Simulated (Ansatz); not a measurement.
# C₇H₁₃NO: a ladder of functionals and wavefunction methods

The task here is to estimate one member of a computed series from the others.

Program: Ansatz 0.2.0, Gaussian basis. Level of theory: functionals in def2-TZVPP, the program's frozen cores in correlated methods. These are calculated values, not measurements.

Plan: LDA (SPW92), PBE-D4, revPBE-D4, BLYP-D4, r2SCAN-D4, B97M-V, PBE0-D4, B3LYP-D4, r2SCANh-D4, r2SCAN0-D4, HSE06-D4, BHLYP-D4, CAM-B3LYP-D4, LC-ωPBE, ωB97X-V, ωB97M-V, B2PLYP, PBE-QIDH; CCSD(T)/def2-SVP; CCSD(T)/def2-TZVPP; MP2/def2-QZVPP; extrapolation to the limit; RPA on PBE.

### The relaxed structure

An earlier PBE0-D4 in a triple-zeta def2 set relaxation fixed the geometry.

SMILES `CN/C=C/C(=O)C(C)C`, 22 atoms, charge 0, spin multiplicity 1.

Atoms are counted from 1 here; the program's logs count them from 0.

Bond lengths: C1–N2 1.439 Å, C1–H10 1.091 Å, C1–H11 1.091 Å, C1–H12 1.097 Å, N2–C3 1.350 Å, N2–H13 1.007 Å, C3–C4 1.350 Å, C3–H14 1.086 Å, C4–C5 1.451 Å, C4–H15 1.087 Å, C5–O6 1.220 Å, C5–C7 1.527 Å, C7–C8 1.528 Å, C7–C9 1.520 Å, C7–H16 1.095 Å, C8–H17 1.093 Å, C8–H18 1.093 Å, C8–H19 1.093 Å and more. Angles: N2–C1–H10 109.3°, N2–C1–H11 110.1°, N2–C1–H12 112.9°, H10–C1–H11 107.7°, H10–C1–H12 108.2°, H11–C1–H12 108.5°, C1–N2–C3 123.0°, C1–N2–H13 117.1°, C3–N2–H13 116.9°, N2–C3–C4 125.9°, N2–C3–H14 113.6°, C4–C3–H14 120.5°, C3–C4–C5 125.4°, C3–C4–H15 120.0°, C5–C4–H15 114.6°, C4–C5–O6 120.2°, C4–C5–C7 120.3°, O6–C5–C7 119.4° and more.

The first run:

in.yaml reads:

```yaml
crystal:
  periodic: [false, false, false]
  atoms:
    - {symbol: C, position_ang: [-2.453997, -2.653464, 0.867650]}
    - {symbol: N, position_ang: [-2.097260, -1.314407, 1.254661]}
    - {symbol: C, position_ang: [-1.156664, -0.590354, 0.612549]}
    - {symbol: C, position_ang: [-0.954519, 0.738496, 0.741407]}
    - {symbol: C, position_ang: [0.109151, 1.492645, 0.105611]}
    - {symbol: O, position_ang: [0.208758, 2.693490, 0.294867]}
    - {symbol: C, position_ang: [1.142887, 0.781540, -0.764280]}
    - {symbol: C, position_ang: [2.326946, 0.386024, 0.117094]}
    - {symbol: C, position_ang: [1.583190, 1.679256, -1.908583]}
    - {symbol: H, position_ang: [-1.566741, -3.170403, 0.498279]}
    - {symbol: H, position_ang: [-2.825503, -3.207120, 1.731612]}
    - {symbol: H, position_ang: [-3.218612, -2.682010, 0.081528]}
    - {symbol: H, position_ang: [-2.765773, -0.803401, 1.807719]}
    - {symbol: H, position_ang: [-0.515544, -1.184708, -0.031674]}
    - {symbol: H, position_ang: [-1.607480, 1.328274, 1.379284]}
    - {symbol: H, position_ang: [0.704630, -0.128425, -1.185985]}
    - {symbol: H, position_ang: [2.777873, 1.278169, 0.558214]}
    - {symbol: H, position_ang: [2.023429, -0.275615, 0.931881]}
    - {symbol: H, position_ang: [3.091257, -0.125898, -0.473068]}
    - {symbol: H, position_ang: [1.982676, 2.616310, -1.518937]}
    - {symbol: H, position_ang: [2.355593, 1.186940, -2.504794]}
    - {symbol: H, position_ang: [0.746499, 1.924659, -2.566437]}
basis:
  gaussian: {orbitals: def2-TZVPP}
hamiltonian: {xc: lda}
output: {orbitals: {seedname: orbitals}}
```

On the command line:

```console
$ ansatz run in.yaml --threads 4 --pin off --events-out ev --progress --plain --max-ram 63488MiB --backend cuda --devices 0, --max-vram 37GiB
```

Steps of the session up to this table: LDA; PBE-D4 (GGA); revPBE-D4 (GGA); BLYP-D4 (GGA); r2SCAN-D4 (meta-GGA); B97M-V (meta-GGA); PBE0-D4 (hybrid); B3LYP-D4 (hybrid); r2SCANh-D4 (hybrid); r2SCAN0-D4 (hybrid); HSE06-D4 (hybrid); BHLYP-D4 (hybrid); CAM-B3LYP-D4 (range-separated); LC-ωPBE (range-separated); ωB97X-V (range-separated); ωB97M-V (range-separated); B2PLYP (double hybrid); PBE-QIDH (double hybrid).

One table of the session follows, with a row left open; its other results are not shown here.

It belongs to the step «Orbital energies across the functionals». 

```
  functional  HOMO (eV)  gap (eV)
 LDA (SPW92)      -5.08      3.22
      PBE-D4      -4.89      3.29
   revPBE-D4      -4.81      3.31
     BLYP-D4      -4.80      3.33
   r2SCAN-D4      -5.19      3.74
      B97M-V      -5.38      4.00
     PBE0-D4      -6.24      5.56
    B3LYP-D4      -6.05      5.15
  r2SCANh-D4      -5.77      4.67
  r2SCAN0-D4      -6.38      5.78
    HSE06-D4      -5.85      4.79
    BHLYP-D4          ?         ?
CAM-B3LYP-D4      -7.47      7.86
     LC-ωPBE      -8.71     10.21
     ωB97X-V      -8.39      9.84
     ωB97M-V      -8.32      9.68
```

**Question.** Estimate the row for BHLYP-D4.

Worked estimate for «HOMO (eV)». Against the share of exact exchange, BLYP-D4 (0, -4.80), B3LYP-D4 (0.2, -6.05) give a slope of -6.25 per unit share; at 0.5 the line stands at -7.92.

As computed: HOMO (eV): -7.19; gap (eV): 7.57. In «HOMO (eV)» the line misses by -0.73.
